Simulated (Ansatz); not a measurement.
Which YAML input does this script hand to the engine? (Ansatz's Python interface)

`scf_mg2h6os.py`:
```python
"""Single point of Mg2H6Os."""

from pathlib import Path
import sys
import warnings

import ansatz as az
from ase.data import atomic_numbers
import numpy as np
import spglib

warnings.simplefilter("ignore", az.DeckWarning)

vectors = np.array([
    [0.0, 3.317635, 3.317635],
    [3.317635, 0.0, 3.317635],
    [3.317635, 3.317635, 0.0],
])
mg2h6os = (
    az.Lattice.of(vectors)
    .atom("Mg", [0.75, 0.75, 0.75])
    .atom("Mg", [0.25, 0.25, 0.25])
    .atom("H", [0.746165, 0.746165, 0.253835])
    .atom("H", [0.253835, 0.746165, 0.253835])
    .atom("H", [0.746165, 0.253835, 0.253835])
    .atom("H", [0.253835, 0.253835, 0.746165])
    .atom("H", [0.746165, 0.253835, 0.746165])
    .atom("H", [0.253835, 0.746165, 0.746165])
    .atom("Os", [0.0, 0.0, 0.0])
)

# the calculation
job = (
    mg2h6os.calculation()
    .functional("lda")
    .kpoints(mesh=(4, 4, 4), center="gamma")
    .occupations(az.OccupationsMethod.FERMI_DIRAC, width=0.1)  # fractional filling near the Fermi level
)
try:
    result = job.run(threads=1, pin="off")
except az.NonConvergedError as error:
    sys.exit(f"no convergence: {error}")
except az.RefusalError as error:
    sys.exit(f"input refused: {error}")
rep = result.report

for key in ("converged", "n_iterations", "n_electrons", "n_kpoints", "n_pw", "n_symmetry_ops", "free_energy_ev", "fermi_energy_ev"):
    print(f"{key:18s} {rep[key]}")

spg_cell = (result.lattice.cell_ang, [s.position_frac for s in result.lattice.sites], [atomic_numbers[s.symbol] for s in result.lattice.sites])
# space group as spglib finds it
found = spglib.get_symmetry_dataset(spg_cell, symprec=1e-3)
print(found.international, found.number, "point group", found.pointgroup)
for site, letter, group in zip(result.lattice.sites, found.wyckoffs, found.site_symmetry_symbols):
    print(f"  {site.symbol:2s} Wyckoff {letter}  site symmetry {group}")

lines = ["| quantity | value |", "|---|---|"]
lines.append(f"| free energy per atom | {rep['free_energy_ev'] / len(result.lattice.sites):.4f} eV |")
lines.append(f"| Fermi level | {rep['fermi_energy_ev']:.3f} eV |")
lines.append(f"| volume per atom | {rep['setup']['cell_volume_ang3'] / len(result.lattice.sites):.3f} A^3 |")
lines.append(f"| valence electrons | {rep['n_electrons']:g} |")
Path("summary.md").write_text("\n".join(lines) + "\n")
```

Running `python scf_mg2h6os.py` prints:
```text
converged          True
n_iterations       6
n_electrons        42.0
n_kpoints          8
n_pw               1411
n_symmetry_ops     48
free_energy_ev     -15018.92853810373
fermi_energy_ev    8.741946811510346
Fm-3m 225 point group m-3m
  Mg Wyckoff c  site symmetry -43m
  Mg Wyckoff c  site symmetry -43m
  H  Wyckoff e  site symmetry 4m.m
  H  Wyckoff e  site symmetry 4m.m
  H  Wyckoff e  site symmetry 4m.m
  H  Wyckoff e  site symmetry 4m.m
  H  Wyckoff e  site symmetry 4m.m
  H  Wyckoff e  site symmetry 4m.m
  Os Wyckoff a  site symmetry m-3m
```

`input.yaml`:
```yaml
crystal:
  lattice:
    - [0.0, 3.317635, 3.317635]
    - [3.317635, 0.0, 3.317635]
    - [3.317635, 3.317635, 0.0]
  atoms:
    - { symbol: Mg, position: [0.75, 0.75, 0.75] }
    - { symbol: Mg, position: [0.25, 0.25, 0.25] }
    - { symbol: H, position: [0.746165, 0.746165, 0.253835] }
    - { symbol: H, position: [0.253835, 0.746165, 0.253835] }
    - { symbol: H, position: [0.746165, 0.253835, 0.253835] }
    - { symbol: H, position: [0.253835, 0.253835, 0.746165] }
    - { symbol: H, position: [0.746165, 0.253835, 0.746165] }
    - { symbol: H, position: [0.253835, 0.746165, 0.746165] }
    - { symbol: Os, position: [0.0, 0.0, 0.0] }
kpoints:
  mp_grid: { grid: [4, 4, 4], shift: [0.0, 0.0, 0.0] }
hamiltonian:
  xc: lda
scf:
  occupations: { method: fermi_dirac, width: 0.1 }
```

On the command line:
```console
$ ansatz run input.yaml --threads 1 --pin off --max-ram 3072MiB --backend cpu --events-out ev --progress --plain --runs-dir out
Engine: ansatz 0.2.0, aarch64-unknown-linux-gnu
Pseudopotentials: kind: paw
Pseudopotential: Mg, paw, valence charge 10, recommended cutoff 420 eV (normal), Mg.paw.azcp
Pseudopotential: H, paw, valence charge 1, recommended cutoff 420 eV (normal), H.paw.azcp
Pseudopotential: Os, paw, valence charge 16, recommended cutoff 420 eV (normal), Os.paw.azcp
Functional definition: SPW92
  exchange = slater_x
  correlation = pw_c
Crystal: 9 atoms, lattice volume = 73.032 Å³
Basis set: ecut = 420 eV, 1411 PW (Γ)
Bands: 30, of which v1, the nominal top of the filled ones, is band 21 counted from 1 (20 counted from 0)
Symmetry: 48 space group operations
Space group: Fm-3m (ITA 225), of the structure as read, at distance tolerance 4.2e-5 Å
k-points: 8 of 64
Non-local potential: Mg, projectors of the file, l = 0: 3, l = 1: 2, l = 2: 1
Non-local potential: H, projectors of the file, l = 0: 2, l = 1: 1
Non-local potential: Os, projectors of the file, l = 0: 3, l = 1: 2, l = 2: 2, l = 3: 1
PAW form: soft (Blöchl's): semilocal exchange-correlation on the pseudo side does not see the compensation charge
PAW frozen core: Mg, regenerated for the run's functional, and the local potential with it (the file was generated under x = pbe(κ = 0.804, μ = 0.2195149727645171), c = pbe(β = 0.06672455060314922))
PAW frozen core: Os, regenerated for the run's functional, and the local potential with it (the file was generated under x = pbe(κ = 0.804, μ = 0.2195149727645171), c = pbe(β = 0.06672455060314922))
PAW one-centre angular grid: Mg, 110 points (default); XC on 64 Gauss nodes
PAW one-centre angular grid: H, 110 points (default); XC on 64 Gauss nodes
PAW one-centre angular grid: Os, 590 points (default); XC on 64 Gauss nodes
Initial density: superposition of atomic densities (neutral atoms: chi_scale 0, normalization atom), corrected by the library's trained network
Initial wavefunctions: pseudopotential atomic-orbital guess
Functional: x = slater, c = lda
SCF iter   1: F=—  HF=-15018.982687 eV  |F-HF|=—  |Δ(HF+E_count)|=         —  Δρ=1.60e-2  dr2=2.02e-1  ethr=1.77e-3  ⟨swp⟩=5.8  Hψ=1006  notcnv=0  defer=6
preconditioner: auto → none  [insulator: Δε(μ)=3.344 eV  Ē_g=10.406 eV  σ=0.100 eV  W_gap=1.00  n_scr=14 (ndim 8)  ℏωp=18.4 eV  f_vac=0.004  D(μ)=0.00/eV (n_scr^D=0)  ε∞_Penn≈4.1]
SCF iter   2: F=—  HF=-15018.935132 eV  |F-HF|=—  |Δ(HF+E_count)|=   4.76e-2  Δρ=6.20e-3  dr2=2.37e-2  ethr=4.81e-4  ⟨swp⟩=1.8  Hψ=318  notcnv=0  defer=12
SCF iter   3: F=—  HF=-15018.928606 eV  |F-HF|=—  |Δ(HF+E_count)|=   6.53e-3  Δρ=8.54e-4  dr2=3.06e-4  ethr=5.65e-5  ⟨swp⟩=2.0  Hψ=277  notcnv=0  defer=5
automatic band count: iteration 3 solves 29 bands in place of 30: the levels show a gap, and the empty bands left out lie too high to hold charge; the band table lists the bands solved (type scf.n_extra_bands for more)
SCF iter   4: F=—  HF=-15018.928534 eV  |F-HF|=—  |Δ(HF+E_count)|=   7.18e-5  Δρ=6.63e-5  dr2=8.91e-7  ethr=7.29e-7  ⟨swp⟩=2.1  Hψ=269  notcnv=0  defer=5
SCF iter   5: F=—  HF=-15018.928538 eV  |F-HF|=—  |Δ(HF+E_count)|=   3.80e-6  Δρ=1.50e-5  dr2=4.00e-8  ethr=2.12e-9  ⟨swp⟩=2.2  Hψ=387  notcnv=0  defer=5
SCF iter   6: F=-15018.928538 eV  HF=-15018.928538 eV  |F-HF|=1.71e-10  |Δ(HF+E_count)|=   3.02e-8  Δρ=8.81e-7  dr2=3.56e-10  ethr=9.52e-11  ⟨swp⟩=1.0  Hψ=527  notcnv=0
SCF 1 converged in 6 iterations: F = -15018.928538 eV  dr2 = 3.56e-10
  greatest PAW one-centre occupation: 1.000 electrons in one spin orbital (limit 2), on the Mg atom at site 1 (counted from 0), in its partial waves of l = 0
SCF converged after 6 iterations
Free energy (F): -15018.928538 eV
Harris-Foulkes:  -15018.928538 eV  (|F-HF|=1.71e-10)
Internal energy: -15018.928538 eV  (E = F + TS)
E sigma→0 (E₀):  -15018.928538 eV
Entropy (-TS):   -0.000000 eV (-0.000 meV/atom)
Fermi energy:    8.741947 eV
--- Per-component energies (eV) ---
  E_band       = -968.888057
  E_kinetic    = 799.160339
  E_local      = -4848.861270  (includes V_loc(G=0)·N_el)
  E_nonlocal   = 205.341976
  E_hartree    = 1793.057979
  E_xc         = -378.757939
  E_vxc        = -431.981785  (∫ρ·V_xc dr)
  E_paw        = -9294.052235  (= ΣΔE_a)
  E_vpaw       = -278.655816  (= ΣTr[D̂ρ^β])
  E_aug_tail   = -0.006601  (compensation charges beyond the density's cutoff)
  E_ewald      = -3295.474480
  E_core_change = 0.663693  (= ΣΔE_core)
  E_smearing   = -0.000000  (= −TS)
  E_closure    = 0.000000  (closes the sum)
  Σ components = -15018.928538   (vs F -15018.928538, Δ=0.00e0)
```

Notes:
- These settings explore the input space; cutoff and mesh may be short of convergence.
- An absolute Fermi energy rests on an arbitrary zero of the periodic potential and has no direct meaning.
- An opening on this mesh may only mean that it misses a point where bands touch.
- Spin-orbit coupling, which matters for elements this heavy, is left out.
- This cell is a computed structure, which may not be the phase found in nature.
- Wall time of the script: 1.6 s on 1 thread of Arm Neoverse V1, on a shared host, peak memory 0.36 GiB.

(A comment or docstring line of the script was reworded after the run, the code is as it ran; lines on the test bed's own set-up are left out of the output.)
